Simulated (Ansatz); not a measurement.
**NiPtF6: from the start to rest**

Wanted: the geometry at rest of NiPtF6 (a database entry, slightly rescaled), relaxing cell and atoms, and its electronic structure there.

Program: Ansatz 0.2.0. Level of theory: DFT, r2SCAN, collinear spin, plane waves, PAW. These are calculated values, not measurements.

**1. The structure**

Symmetry: R-3, No. 148, trigonal system. Conventional cell: a = 4.904 Å, b = 4.904 Å, c = 13.608 Å, α = 90.00°, β = 90.00°, γ = 120.00°. Around Ni (site symmetry -3) lie 6 F at 1.95 Å. F (site symmetry 1) has 1 Pt at 1.89 Å and 1 Ni at 1.95 Å as nearest neighbours. Pt (site symmetry -3) has 6 F at 1.89 Å as nearest neighbours.

The coordinates stand in the input below.

It starts from an earlier solution of the starting cell (checkpoint.read).

**2. The walk to rest**

input.yaml

```yaml
crystal:
  lattice:
    - [2.45204073, 1.41568795, 4.53602666]
    - [-2.45204073, 1.41568795, 4.53602666]
    - [0.0, -2.83137591, 4.53602666]
  atoms:
    - { symbol: Ni, position: [0.5, 0.5, 0.5] }
    - { symbol: F, position: [0.242, 0.627, 0.882] }
    - { symbol: F, position: [0.882, 0.242, 0.627] }
    - { symbol: F, position: [0.627, 0.882, 0.242] }
    - { symbol: F, position: [0.758, 0.373, 0.118] }
    - { symbol: F, position: [0.118, 0.758, 0.373] }
    - { symbol: F, position: [0.373, 0.118, 0.758] }
    - { symbol: Pt, position: [0.0, 0.0, 0.0] }
kpoints:
  mp_grid: { grid: [5, 5, 5], shift: [0, 0, 0] }
magnetization:
  spin_polarized: true
scf:
  occupations: { method: fermi_dirac }
  lower_state_search: "off"
hamiltonian:
  pseudopotentials: { kind: paw }
  xc: r2scan
basis:
  ecutwfc: 500
  fft_grid_basis: typed
relax:
  max_steps: 80
  cell: { p_target: 0.0 }
  f_tol: 0.03
output:
  forces: true
  stress: true
  eigenvalues: true
  bader: true
  populations: true
  elf: true
  write_potential: true
  volumetric_format: npy
  dos:
    e_range: [-12, 8]
    de: 0.05
    projected: { site_lists: { F: [F], Ni: [Ni], Pt: [Pt] } }
  write_density: true
checkpoint:
  read: saved_state
```

Started as:

```bash
$ ansatz run input.yaml --threads 2 --pin off --max-ram 4096MiB --backend cpu --events-out ev --progress --plain --runs-dir out
```

The program printed, cut to the lines that bear on the results:

```text
Warning: crystal.lattice misses the space group found at crystal.symmetry.tolerance 1.0e-5 in a digit that the deck types, which is why this is a warning: making the lattice exact moves one of its numbers by a whole unit of that number's last typed decimal, or more. The operation that it [...]
Warning: RAYON_NUM_THREADS=2 ignored (pool sized by the plan → 2); use --threads N
band count auto-derived: 49 (N_el = 78.0; filled up to band 39; 47 by the electrons, moments and atoms)
[...]
Pseudopotentials: kind: paw
Pseudopotential: Ni, paw, valence charge 18, recommended cutoff 500 eV (meta_gga), Ni.paw.azcp
Pseudopotential: F, paw, valence charge 7, recommended cutoff 500 eV (meta_gga), F.paw.azcp
Pseudopotential: Pt, paw, valence charge 18, recommended cutoff 500 eV (meta_gga), Pt.paw.azcp
Functional definition: r2SCAN
[...]
Crystal: 8 atoms, lattice volume = 94.476 Å³
Basis set: ecut = 500 eV, 2375 PW (Γ), exchange–correlation on 160×160×160 points (64 copies of the dense FFT grid, shifted against one another)
Bands: 49, of which v1, the nominal top of the filled ones, is band 39 counted from 1 (38 counted from 0)
Symmetry: 6 space group operations
Space group: R-3 (ITA 148), of the structure as read, at distance tolerance 4.6e-5 Å
k-points: 23 of 125
[...]
SCF iter   1: F=-23237.429753 eV  HF=-23235.367103 eV  |F-HF|=2.06e0  |Δ(HF+E_count)|=         —  Δρ=3.14e-2 (↑1.67e-2 ↓3.14e-2)  dr2=9.62e-2  dr2_τ=1.86e-2  dr2_m=1.77e-1  M=2.000 μB ∫|m|=2.104 μB  β_m=0.30  ethr=1.23e-4  ⟨swp⟩=1.8  Hψ=11955  notcnv=0
[...]
spin=Collinear: Resta preconditioning applied to the charge; magnetization (m = ρ↑ − ρ↓) channel mixes plain (no charge-response kernel on spin).
[...]
relax step   1: F+E_penalty+E_count = -23237.51190424 eV  Δ(F+E_penalty+E_count) = +0.000e0 eV  max|allowed force component| = 1.144e0 eV/Å  Δτ_max = 0.0000 Å  P = +12.272 GPa  Ω = 94.476 Å³  (9 SCF iters, dr2 threshold 1.00e-7 eV, accepted)
[...]
relax step   2: F+E_penalty+E_count = -23237.81131063 eV  Δ(F+E_penalty+E_count) = -2.994e-1 eV  max|allowed force component| = 3.016e-1 eV/Å  Δτ_max = 0.0414 Å  P = +2.928 GPa  Ω = 97.126 Å³  energy of the carried Pulay correction = -3.316e-3 eV  (10 SCF iters, dr2 threshold 8.00e-7 eV, accepted)
[...]
spin=Collinear: Resta preconditioning applied to the charge; magnetization (m = ρ↑ − ρ↓) channel mixes plain (no charge-response kernel on spin).
[...]
SCF iter   3: F=-23237.858772 eV  HF=-23237.859503 eV  |F-HF|=7.32e-4  |Δ(HF+E_count)|=   7.57e-3  Δρ=1.67e-3 (↑1.32e-3 ↓1.67e-3)  dr2=2.80e-3  dr2_τ=1.09e-4  dr2_m=1.63e-4  M=2.000 μB ∫|m|=2.091 μB  β_m=0.62  ethr=2.20e-5  ⟨swp⟩=2.0  Hψ=3674  notcnv=0
```

**3. The output, continued**

Output, continued:

```text
SCF iter   4: F=-23237.860294 eV  HF=-23237.860139 eV  |F-HF|=1.55e-4  |Δ(HF+E_count)|=   6.36e-4  Δρ=8.71e-4 (↑5.84e-4 ↓8.71e-4)  dr2=3.90e-4  dr2_τ=2.26e-5  dr2_m=8.89e-5  M=2.000 μB ∫|m|=2.091 μB  β_m=0.65  ethr=3.59e-6  ⟨swp⟩=2.0  Hψ=4247  notcnv=0
SCF iter   5: F=-23237.860709 eV  HF=-23237.860630 eV  |F-HF|=7.85e-5  |Δ(HF+E_count)|=   4.92e-4  Δρ=5.57e-4 (↑2.62e-4 ↓5.57e-4)  dr2=1.36e-4  dr2_τ=3.17e-6  dr2_m=4.91e-5  M=2.000 μB ∫|m|=2.091 μB  β_m=0.73  ethr=5.00e-7  ⟨swp⟩=2.0  Hψ=4326  notcnv=0  defer=1
SCF iter   6: F=-23237.860947 eV  HF=-23237.860889 eV  |F-HF|=5.80e-5  |Δ(HF+E_count)|=   2.58e-4  Δρ=4.00e-4 (↑1.29e-4 ↓4.00e-4)  dr2=6.70e-5  dr2_τ=1.60e-6  dr2_m=3.13e-5  M=2.000 μB ∫|m|=2.091 μB  β_m=0.86  ethr=1.74e-7  ⟨swp⟩=2.0  Hψ=4017  notcnv=0  defer=1
SCF iter   7: F=-23237.861178 eV  HF=-23237.861185 eV  |F-HF|=6.86e-6  |Δ(HF+E_count)|=   2.97e-4  Δρ=2.30e-4 (↑1.34e-4 ↓2.30e-4)  dr2=4.40e-5  dr2_τ=1.49e-6  dr2_m=7.44e-6  M=2.000 μB ∫|m|=2.090 μB  β_m=0.87  ethr=8.59e-8  ⟨swp⟩=2.0  Hψ=3969  notcnv=0  defer=1
SCF iter   8: F=-23237.861267 eV  HF=-23237.861267 eV  |F-HF|=1.59e-7  |Δ(HF+E_count)|=   8.14e-5  Δρ=9.15e-5 (↑7.91e-5 ↓9.15e-5)  dr2=1.08e-5  dr2_τ=3.84e-7  dr2_m=4.87e-7  M=2.000 μB ∫|m|=2.090 μB  β_m=0.93  ethr=5.64e-8  ⟨swp⟩=2.0  Hψ=3937  notcnv=0  defer=1
SCF iter   9: F=-23237.861273 eV  HF=-23237.861273 eV  |F-HF|=5.68e-8  |Δ(HF+E_count)|=   6.52e-6  Δρ=4.55e-5 (↑4.46e-5 ↓4.55e-5)  dr2=3.37e-6  dr2_τ=1.35e-7  dr2_m=1.98e-8  M=2.000 μB ∫|m|=2.090 μB  β_m=0.97  ethr=1.39e-8  ⟨swp⟩=2.2  Hψ=3459  notcnv=0  defer=1
SCF iter  10: F=-23237.861274 eV  HF=-23237.861274 eV  |F-HF|=7.12e-9  |Δ(HF+E_count)|=   1.28e-6  Δρ=4.83e-6 (↑3.37e-6 ↓4.83e-6)  dr2=4.80e-8  dr2_τ=6.02e-10  dr2_m=1.60e-9  M=2.000 μB ∫|m|=2.090 μB  ethr=1.03e-9  ⟨swp⟩=10.7  Hψ=17535  notcnv=0
SCF 3 converged in 10 iterations: F = -23237.861274 eV  dr2 = 4.80e-8
relax step   3: F+E_penalty+E_count = -23237.86127449 eV  Δ(F+E_penalty+E_count) = -4.996e-2 eV  max|allowed force component| = 7.904e-2 eV/Å  Δτ_max = 0.0516 Å  P = -0.086 GPa  Ω = 96.579 Å³  energy of the carried Pulay correction = -2.643e-3 eV  (10 SCF iters, dr2 threshold 8.00e-7 eV, accepted)
[... 1 line left out ...]
relax step   4: F+E_penalty+E_count = -23237.86904582 eV  Δ(F+E_penalty+E_count) = -7.771e-3 eV  max|allowed force component| = 4.518e-2 eV/Å  Δτ_max = 0.0314 Å  P = -0.323 GPa  Ω = 95.349 Å³  energy of the carried Pulay correction = -1.109e-3 eV  (9 SCF iters, dr2 threshold 3.90e-7 eV, accepted)
[... 1 line left out ...]
relax step   5: F+E_penalty+E_count = -23237.86981253 eV  Δ(F+E_penalty+E_count) = -7.667e-4 eV  max|allowed force component| = 6.900e-3 eV/Å  Δτ_max = 0.0028 Å  P = -0.058 GPa  Ω = 95.159 Å³  energy of the carried Pulay correction = -8.691e-4 eV  (6 SCF iters, dr2 threshold 3.29e-7 eV, accepted)
[... 1 line left out ...]
relax step   6: F+E_penalty+E_count = -23237.86987995 eV  Δ(F+E_penalty+E_count) = -6.742e-5 eV  max|allowed force component| = 9.638e-4 eV/Å  Δτ_max = 0.0003 Å  P = +0.005 GPa  Ω = 95.124 Å³  energy of the carried Pulay correction = -8.244e-4 eV  (6 SCF iters, dr2 threshold 1.44e-8 eV, accepted)
[... 13 lines left out ...]
relax step   7: F+E_penalty+E_count = -23237.87061813 eV  Δ(F+E_penalty+E_count) = -7.382e-4 eV  max|allowed force component| = 9.433e-4 eV/Å  Δτ_max = 0.0000 Å  P = -0.006 GPa  Ω = 95.124 Å³  stress off target by 9.97e-3 GPa  SCF on the basis re-selected at this cell (its energy is not comparable with the rows above)  (8 SCF iters)
basis re-selected at this cell: Δ(F+E_penalty+E_count) = -7.382e-4 eV, ΔP = -0.011 GPa vs the last step (what re-selecting the basis moved, of the pressure what is left beyond the Pulay correction that the steps carried, after the strain that the cell walked since its last selection, with what the two solves' SCF thresholds leave and, on support functions, any second-order correction that the steps lacked; it is no measure of the basis error at this ecutwfc). This SCF's stress stands 9.97e-3 GPa from its target on what of the cell is left free (relax.cell.stress_tol is 5.00e-2 GPa) and its largest allowed force component is 9.43e-4 eV/Å (relax.f_tol is 3.00e-2 eV/Å): within both
SCF converged after 8 iterations
Magnetization: 2.0000 μB (40.0000 up, 38.0000 down)
Absolute magnetization: 2.0905 μB (∫|ρ↑−ρ↓|, with the PAW one-centre terms)
Spin contamination: 0.0081 ħ² per cell (⟨S²⟩ above its minimum at these occupations)
Per-site moments (μB) at R_I (Å): [(1.6971422466452653, 0.8175570318026355), (0.033761932944545776, 0.8045893406284795), (0.03376193294454559, 0.8045893406284791), (0.03376193294454557, 0.8045893406284792), (0.03376193294454584, 0.8045893406284796), (0.03376193294454557, 0.8045893406284792), (0.03376193294454563, 0.8045893406284798), (0.03126136395723489, 0.8045893406284791)]
Free energy (F): -23237.870618 eV
Harris-Foulkes:  -23237.870618 eV  (|F-HF|=5.09e-11)
Internal energy: -23237.870596 eV  (E = F + TS)
E sigma→0 (E₀):  -23237.870607 eV
Entropy (-TS):   -0.000022 eV (-0.003 meV/atom)
Fermi energy:    6.552617 eV
--- Per-component energies (eV) ---
  E_band       = -1183.756814
  E_kinetic    = 2145.971571
  E_local      = -10799.028681  (includes V_loc(G=0)·N_el)
  E_nonlocal   = 1288.332680
  E_hartree    = 4255.483125
  E_xc         = -795.345195
  E_vxc        = -1135.360994  (∫ρ·V_xc dr)
  E_paw        = -12342.925274  (= ΣΔE_a)
  E_vpaw       = -1273.122588  (= ΣTr[D̂ρ^β])
  E_aug_tail   = 0.007154  (compensation charges beyond the density's cutoff)
  E_vtau       = 78.478201  (kinetic-family band-sum trace: ∫τ·v_τ [+ j·A + Jᵃ·Aᵃ] dr)
  E_ewald      = -6989.646063
  E_core_change = -0.719912  (= ΣΔE_core)
  E_smearing   = -0.000022  (= −TS)
  E_closure    = -0.000000  (closes the sum)
  Σ components = -23237.870618   (vs F -23237.870618, Δ=0.00e0)
--- Forces (eV/Å), atoms counted from 1 ---
  atom   1  Ni     0.00000000     0.00000000     0.00000000
  atom   2  F      0.00094330    -0.00004265    -0.00053832
  atom   3  F     -0.00043471     0.00083825    -0.00053832
  atom   4  F     -0.00050859    -0.00079560    -0.00053832
  atom   5  F     -0.00094330     0.00004265     0.00053832
  atom   6  F      0.00043471    -0.00083825     0.00053832
  atom   7  F      0.00050859     0.00079560     0.00053832
  atom   8  Pt     0.00000000     0.00000000    -0.00000000
  max |Σ_I F_I| component: 1.63e-18 eV/Å
--- Stress (GPa, compression-positive) ---
       -0.009966       0.000037       0.000000
       -0.000037      -0.009966      -0.000000
       -0.000000      -0.000000       0.001644
  P = ⅓ Tr σ = -0.0061 GPa (-0.061 kbar)
--- Band table (eV; the first three rows and the last of 46) ---
  k-point 0 ↑: bands = ["-102.4022", "-96.0790", "-61.2927", "-61.2927", "-61.2886", "-49.6182", "-49.5999", "-49.5999", "-19.1446", "-18.4846", "-18.4846", "-18.2866", "-18.1991", "-18.1991", "-1.9779", "-1.9779", "-1.8228", "-0.7225", "-0.7225", "-0.6752", "-0.0635", "-0.0635", "0.4392", "1.2814", "1.4783", "2.0294", "2.0294", "2.2275", "2.2275", "2.5808", "2.5994", "2.5994", "3.2198", "3.2198", "3.6619", "4.0052", "4.0052", "4.9097", "5.2020", "5.2020", "8.4613", "8.4613", "10.8672", "17.2888", "17.9342", "19.2597", "19.2597", "19.7532", "19.8521"]
[... 3 lines left out ...]
--- Relaxed structure (6 steps of the walk, 6 accepted, 1 SCFs on fresh bases) ---
  F+E_penalty+E_count = -23237.87061813 eV   max|allowed force component| = 9.433e-4 eV/Å   (the final SCF, on the basis selected at the relaxed cell)
  cell:  # Å, volume = 95.1236 Å³
    - [2.458106223666346, 1.4191882882606408, 4.544605425371195]
    - [-2.458106223666346, 1.4191882882606408, 4.544605425371195]
    - [1.6729486074249837e-19, -2.8383765815307367, 4.544605423806843]
  atoms:
    - { symbol: Ni, position: [0.5, 0.5, 0.5000000000000001] }
    - { symbol: F, position: [0.24632331697945403, 0.6000810950141677, 0.9048064031648178] }
    - { symbol: F, position: [0.9048064031648178, 0.2463233169794541, 0.6000810950141677] }
    - { symbol: F, position: [0.6000810950141677, 0.9048064031648178, 0.24632331697945403] }
    - { symbol: F, position: [0.753676683020546, 0.3999189049858324, 0.09519359683518225] }
    - { symbol: F, position: [0.09519359683518225, 0.7536766830205459, 0.3999189049858322] }
    - { symbol: F, position: [0.3999189049858323, 0.0951935968351823, 0.7536766830205461] }
    - { symbol: Pt, position: [-2.794399593965109e-19, 4.508197914906822e-19, -1.0041171371193257e-20] }
--- Löwdin populations: 8 sites ---
  site symbol       q [e]    m [muB]
     0     Ni     16.5741     1.7084
     1      F      7.5077     0.0415
     2      F      7.5077     0.0415
     3      F      7.5077     0.0415
     4      F      7.5077     0.0415
     5      F      7.5077     0.0415
     6      F      7.5077     0.0415
     7     Pt     16.0852     0.0368
  spilling = 0.003778 (of n_electrons = 78.000000)
--- Bader charges: 8 sites ---
  site symbol  charge [e]  shift [e]    m [muB]
     0     Ni      1.5431     0.0072     1.7443
     1      F     -0.5993     0.0024     0.0353
     2      F     -0.5993     0.0024     0.0353
     3      F     -0.5993     0.0024     0.0353
     4      F     -0.5993     0.0024     0.0353
     5      F     -0.5993     0.0024     0.0353
     6      F     -0.5993     0.0024     0.0353
     7     Pt      2.0529     0.0074     0.0441
  estimated error of the sums over rays = 2.2e-4 e
```

Run time: 2.6 min. Hardware: 2 threads of Intel Xeon Platinum 8488C (Sapphire Rapids), shared host; peak memory 0.93 GiB.

Relaxation path:

```csv
step,energy from step 1 (eV/cell),largest force component (eV/Å),pressure (GPa),volume (Å³)
1,0.0000,1.1437,12.27,94.48
2,-0.2994,0.3016,2.93,97.13
3,-0.3494,0.0790,-0.09,96.58
4,-0.3571,0.0452,-0.32,95.35
5,-0.3579,0.0069,-0.06,95.16
6,-0.3580,0.0010,0.00,95.12
7,-0.3587,0.0009,-0.01,95.12
```

Step 1 is the start. Step 7 repeats the geometry before on a plane-wave basis chosen anew for that cell, so the energy can jump there without any move; the table keeps such jumps.

| input's cell | before | after | change |
| --- | --- | --- | --- |
| a (Å) | 5.347 | 5.358 | +0.2 % |
| b (Å) | 5.347 | 5.358 | +0.2 % |
| c (Å) | 5.347 | 5.358 | +0.2 % |
| α (°) | 54.59 | 54.61 | +0.02° |
| β (°) | 54.59 | 54.61 | +0.02° |
| γ (°) | 54.59 | 54.61 | +0.02° |
| volume (Å³/atom) | 11.81 | 11.89 | +0.7 % |

The largest move, 0.12 Å, apart from the change of the cell, is shared by several atoms, F5 among them.

**4. States by energy**

Counts of states in windows (eV from the Fermi level; tetrahedra), total and projected:

```csv
from,to,total,up,down,F p,Ni d,Pt d
-9.0,-8.0,4.61,2.53,2.08,2.96,0.16,1.22
-8.0,-7.0,4.24,2.22,2.03,2.99,0.17,0.85
-7.0,-6.0,8.64,4.22,4.42,6.52,0.45,1.49
-6.0,-5.0,4.81,2.64,2.17,4.19,0.41,0.14
-5.0,-4.0,13.12,6.35,6.78,12.24,0.49,0.26
-4.0,-3.0,0.80,0.28,0.52,0.61,0.11,0.07
-3.0,-2.0,6.65,4.77,1.88,1.75,3.23,1.57
-2.0,-1.0,7.13,3.00,4.12,2.14,3.12,1.78
-1.0,0.0,0.00,0.00,0.00,0.00,0.00,0.00
0.0,1.0,0.00,0.00,0.00,0.00,0.00,0.00
1.0,2.0,4.00,2.00,2.00,1.36,0.37,2.04
2.0,3.0,1.98,0.00,1.98,0.38,1.38,0.17
3.0,4.0,0.03,0.00,0.03,0.01,0.01,0.00
4.0,5.0,0.04,0.03,0.01,0.00,0.00,0.00
```

On the mesh the valence top lies at -1.10 eV and the conduction bottom at 1.10 eV on this scale.

**5. Populations, charges, moments**

By element, from the tables in the log (a charge is positive for electrons lost): Löwdin charges also hold the electrons that the projection spills.

```csv
element,atoms,Bader charge (e),Bader volume (Å³),Löwdin charge (e),"Bader moment, size (μB)"
Ni,1,+1.54,8.5,+1.43,1.74
F,6,-0.60,12.4,-0.51,0.04
Pt,1,+2.05,12.1,+1.91,0.04
```

Löwdin charges rest on a small set of atomic orbitals that misses 0.4 % of the electrons, so they need not add up to the cell's charge and can differ from Bader's even in sign.

The main site moments: Ni1 up.

**6. Maps of the fields**

Maps in the plane spanned by b and c at height 0.500 along a (axes of the input's cell), one cell: b runs left to right (16 points from zero), c bottom to top (16 points), 55° apart. These are the smooth PAW fields, not the true ones near the nuclei.

Valence density. Values in e/Å³, 16 rows by 16 columns:
```
 0.12  0.07  0.04  0.03  0.03  0.05  0.08  0.10  0.08  0.05  0.03  0.03  0.04  0.07  0.14  0.17
 0.58  0.28  0.10  0.04  0.04  0.05  0.10  0.15  0.15  0.09  0.05  0.03  0.04  0.10  0.29  0.59
 2.26  1.37  0.43  0.13  0.07  0.08  0.11  0.16  0.20  0.16  0.08  0.04  0.03  0.09  0.36  1.26
 4.13  4.61  1.64  0.41  0.17  0.18  0.20  0.19  0.20  0.18  0.11  0.05  0.03  0.06  0.23  1.15
 2.21  5.07  3.33  0.96  0.34  0.44  0.86  0.66  0.31  0.19  0.12  0.06  0.03  0.03  0.10  0.48
 0.56  1.71  2.27  1.14  0.47  0.74  3.65  6.03  2.38  0.48  0.16  0.08  0.04  0.03  0.04  0.13
 0.12  0.35  0.66  0.62  0.39  0.62  5.09 26.30 22.60  4.27  0.48  0.14  0.08  0.06  0.04  0.05
 0.05  0.08  0.15  0.20  0.20  0.31  2.38 22.60 61.00 22.60  2.38  0.31  0.20  0.20  0.15  0.08
 0.12  0.05  0.04  0.06  0.08  0.14  0.48  4.27 22.60 26.30  5.09  0.62  0.39  0.62  0.66  0.35
 0.56  0.13  0.04  0.03  0.04  0.08  0.16  0.48  2.38  6.03  3.65  0.74  0.47  1.14  2.27  1.71
 2.21  0.48  0.10  0.03  0.03  0.06  0.12  0.19  0.31  0.66  0.86  0.44  0.34  0.96  3.33  5.07
 4.13  1.15  0.23  0.06  0.03  0.05  0.11  0.18  0.20  0.19  0.20  0.18  0.17  0.41  1.64  4.61
 2.26  1.26  0.36  0.09  0.03  0.04  0.08  0.16  0.20  0.16  0.11  0.08  0.07  0.13  0.43  1.37
 0.58  0.59  0.29  0.10  0.04  0.03  0.05  0.09  0.15  0.15  0.10  0.05  0.04  0.04  0.10  0.28
 0.12  0.17  0.14  0.07  0.04  0.03  0.03  0.05  0.08  0.10  0.08  0.05  0.03  0.03  0.04  0.07
 0.05  0.05  0.05  0.04  0.03  0.04  0.05  0.05  0.05  0.05  0.05  0.04  0.03  0.04  0.05  0.05
```

Spin density. Values in e/Å³, 16 rows by 16 columns:
```
 0.00  0.00  0.00  0.00  0.00  0.00  0.00  0.00  0.00  0.00  0.00  0.00  0.00  0.00  0.00  0.00
 0.00  0.00  0.00  0.00  0.00  0.00  0.00  0.00  0.00  0.00  0.00  0.00  0.00  0.00  0.00  0.00
 0.00  0.00  0.00  0.00  0.00  0.00  0.00  0.00  0.00  0.00  0.00  0.00  0.00  0.00  0.00  0.01
 0.02  0.02  0.01  0.00  0.00  0.00  0.00  0.00  0.00  0.00  0.00  0.00  0.00  0.00  0.00  0.01
 0.00  0.01  0.02 -0.01  0.01  0.02 -0.02  0.03  0.02  0.00  0.00  0.00  0.00  0.00  0.00  0.00
 0.00  0.00  0.01  0.00  0.01  0.15  0.21  0.13  0.22  0.02  0.00  0.00  0.00  0.00  0.00  0.00
 0.00  0.00  0.00  0.00  0.00  0.12  1.11  2.73  2.45  0.17  0.01  0.00  0.00  0.00  0.00  0.00
 0.00  0.00  0.00  0.00  0.00  0.02  0.22  2.45  7.26  2.45  0.22  0.02  0.00  0.00  0.00  0.00
 0.00  0.00  0.00  0.00  0.00  0.00  0.01  0.17  2.45  2.73  1.11  0.12  0.00  0.00  0.00  0.00
 0.00  0.00  0.00  0.00  0.00  0.00  0.00  0.02  0.22  0.13  0.21  0.15  0.01  0.00  0.01  0.00
 0.00  0.00  0.00  0.00  0.00  0.00  0.00  0.00  0.02  0.03 -0.02  0.02  0.01 -0.01  0.02  0.01
 0.02  0.01  0.00  0.00  0.00  0.00  0.00  0.00  0.00  0.00  0.00  0.00  0.00  0.00  0.01  0.02
 0.00  0.01  0.00  0.00  0.00  0.00  0.00  0.00  0.00  0.00  0.00  0.00  0.00  0.00  0.00  0.00
 0.00  0.00  0.00  0.00  0.00  0.00  0.00  0.00  0.00  0.00  0.00  0.00  0.00  0.00  0.00  0.00
 0.00  0.00  0.00  0.00  0.00  0.00  0.00  0.00  0.00  0.00  0.00  0.00  0.00  0.00  0.00  0.00
 0.00  0.00  0.00  0.00  0.00  0.00  0.00  0.00  0.00  0.00  0.00  0.00  0.00  0.00  0.00  0.00
```

Atoms within 0.2 Å of the plane, in fractions of b and c: Ni at (0.50, 0.50).

Along short contacts, where the density is least:

```csv
contact,length (Å),minimum at (fraction),density (e/Å³),ELF
Ni1–F2,1.982,deep in a PAW sphere,–,–
```

```
fraction  Ni1–F2
     0.2    14.6
     0.3     3.4
     0.4    0.83
     0.5   0.468
     0.6   0.826
     0.7    2.17
     0.8    5.92
```

(Smooth valence density in e/Å³ at fractions of each contact.)

**7. Summary of results**

| quantity | value |
| --- | --- |
| moves | 5 |
| energy gained | 44.7 meV/atom |
| largest move | 0.12 Å (F) |
| space group (0.01 Å), before / after | R-3 / R-3 |
| cell | a = 5.358 Å, b = 5.358 Å, c = 5.358 Å, α = 54.61°, β = 54.61°, γ = 54.61° |
| volume | 11.89 Å³/atom (+0.7 %) |
| pressure at the end | -0.01 GPa |
| formation energy (elements from separate runs) | -1.83 eV/atom |
| gap (mesh) | 2.19 eV, indirect |
| least direct gap | 2.26 eV |
| gap on the mesh, spin up / down | 2.59 / 2.19 eV |
| Bader charges | Ni +1.54, F -0.60, Pt +2.05 e |
| net moment | 2.00 μB per cell |
| largest moment | 1.74 μB on Ni (Bader basin) |

In words: The volume grew by 0.7 %, and the largest move of an atom is 0.12 Å apart from the change of the cell; the energy fell by 44.7 meV per atom. The run held to 6 symmetry operations, so a lower structure without them is not ruled out. There is a gap of 2.19 eV, with the least direct gap at 2.26 eV; within 0.7 eV of the edges the states project mainly on Ni d (54 %), F p (26 %) and Pt d (18 %) below and Pt d (51 %) and F p (33 %) above. The run has no spin-orbit coupling, which matters for the gap with elements this heavy. The one magnetic atom, Ni, carries 1.74 μB, and a cell this small cannot hold opposed moments. By Bader's partition Pt gives up most (+2.05 e) and F takes most (-0.60 e).

Caveats: one start, so the state may not be the lowest; gaps of Fe, Co and Ni magnets can come out low on these datasets.
